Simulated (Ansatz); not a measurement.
# H₂BrO (doublet): from Hartree-Fock to the top rungs at distance O1–H3 along a hydrogen transfer = 1.055 Å, cc-pVDZ

Aim: climb from Hartree-Fock through coupled cluster and multireference methods for H₂BrO (doublet) at one geometry and basis, and see what each rung misses.

The runs use Ansatz 0.2.0, Gaussian basis; cc-pVDZ, core rule «outside noble gas», up to 15 orbitals frozen.

The runs, in order: UHF; CCSD(T) on ROHF; CCSD(T) on UHF; BCCD(T) on ROHF; CISD; CCSDT(Q) on ROHF; CCSDT(Q) on UHF; CASSCF and MRCISD+Q, 3 electrons in 3 orbitals; CASSCF and NEVPT2, 3 electrons in 3 orbitals; CASSCF and MRCISD+Q, 15 electrons in 10 orbitals; CASSCF and NEVPT2, 15 electrons in 10 orbitals.

8 further runs of the same task are left out: 1 for a mislabelled method, 2 for a known fault of the program, 5 that didn't finish.

## Step 1: What is computed

The geometry derives from fragments relaxed apart (PBE0/def2-TZVP) and kept rigid, so it is no stationary point. A hydrogen atom is moved between rigid fragments. No spin-orbit coupling is included. The filled d shell of Br may be among the frozen orbitals whatever the setting's name suggests; the logs give the count.

4 atoms, charge 0, spin multiplicity 2.

Atoms are counted from 1 here; the program's logs count them from 0.

Bond lengths: O1–H2 0.960 Å, O1–H3 1.055 Å. Angles: H2–O1–H3 105.1°.

## Step 2: UHF

Input file in.yaml:

```yaml
crystal:
  periodic: [false, false, false]
  atoms:
    - {symbol: O, position_ang: [-0.990173, -0.231644, 0.000000]}
    - {symbol: H, position_ang: [-1.239482, 0.694932, 0.000000]}
    - {symbol: H, position_ang: [0.064827, -0.231644, 0.000000]}
    - {symbol: Br, position_ang: [2.164827, -0.231644, 0.000000]}
basis:
  gaussian: {orbitals: cc-pVDZ}
magnetization: {spin_polarized: true, initial_magnetization: 1}
hamiltonian: {xc: hf}
output: {orbitals: {seedname: orbitals}}
```

The run is started by

```
$ ansatz run in.yaml --threads 1 --pin off --events-out ev --progress --plain --max-ram 2393MiB
```

Further steps of the session: CCSD(T) on ROHF; CCSD(T) on UHF; BCCD(T) on ROHF; CISD; CCSDT(Q) on ROHF; CCSDT(Q) on UHF; CASSCF and MRCISD+Q, 3 electrons in 3 orbitals; CASSCF and NEVPT2, 3 electrons in 3 orbitals; CASSCF and MRCISD+Q, 15 electrons in 10 orbitals; CASSCF and NEVPT2, 15 electrons in 10 orbitals.

Before running them: what should the planned runs give, taken together? Wanted: UCCSDT(Q) below the RHF energy; RMP2 from UCCSDT(Q); UMP2 from UCCSDT(Q); RCCSD from UCCSDT(Q); RCCSD(T) from UCCSDT(Q); UCCSD(T) from UCCSDT(Q); RCCSDT(Q) from UCCSDT(Q); NEVPT2 pair from UCCSDT(Q); MRCISD+Q pair from UCCSDT(Q).

**Answer**, as computed:

```
                         quantity                                                                     value
   UCCSDT(Q) below the RHF energy                                                                -9.0788 eV
              RMP2 from UCCSDT(Q)                                                           +17.68 kcal/mol
              UMP2 from UCCSDT(Q)                                                           +18.00 kcal/mol
             RCCSD from UCCSDT(Q)                                                            +3.69 kcal/mol
          RCCSD(T) from UCCSDT(Q)                                                            +0.73 kcal/mol
          UCCSD(T) from UCCSDT(Q)                                                            +0.68 kcal/mol
         RCCSDT(Q) from UCCSDT(Q)                                                            +0.05 kcal/mol
       NEVPT2 pair from UCCSDT(Q)                                                           +17.87 kcal/mol
     MRCISD+Q pair from UCCSDT(Q)                                                            +1.71 kcal/mol
    NEVPT2 valence from UCCSDT(Q)                                                           +31.78 kcal/mol
levels within 1 kcal/mol (43 meV)  RCCSD(T), UCCSD(T), BCCD(T), RCCSDT, UCCSDT, RCCSDT(Q), MRCISD+Q valence
                    T1 diagnostic                                                                     0.011
   effectively unpaired electrons                                                                      1.01
```

What this shows: RCCSD(T) lands +0.73 kcal/mol from the yardstick (0.4 % of the correlation energy). One determinant dominates. Of the multireference levels listed MRCISD+Q valence comes nearest in total energy (+0.98 kcal/mol), which doesn't show that its space is the better one. These misses are within one basis, not against nature; the frozen cores of restricted and unrestricted runs differ, which can shift their rows.
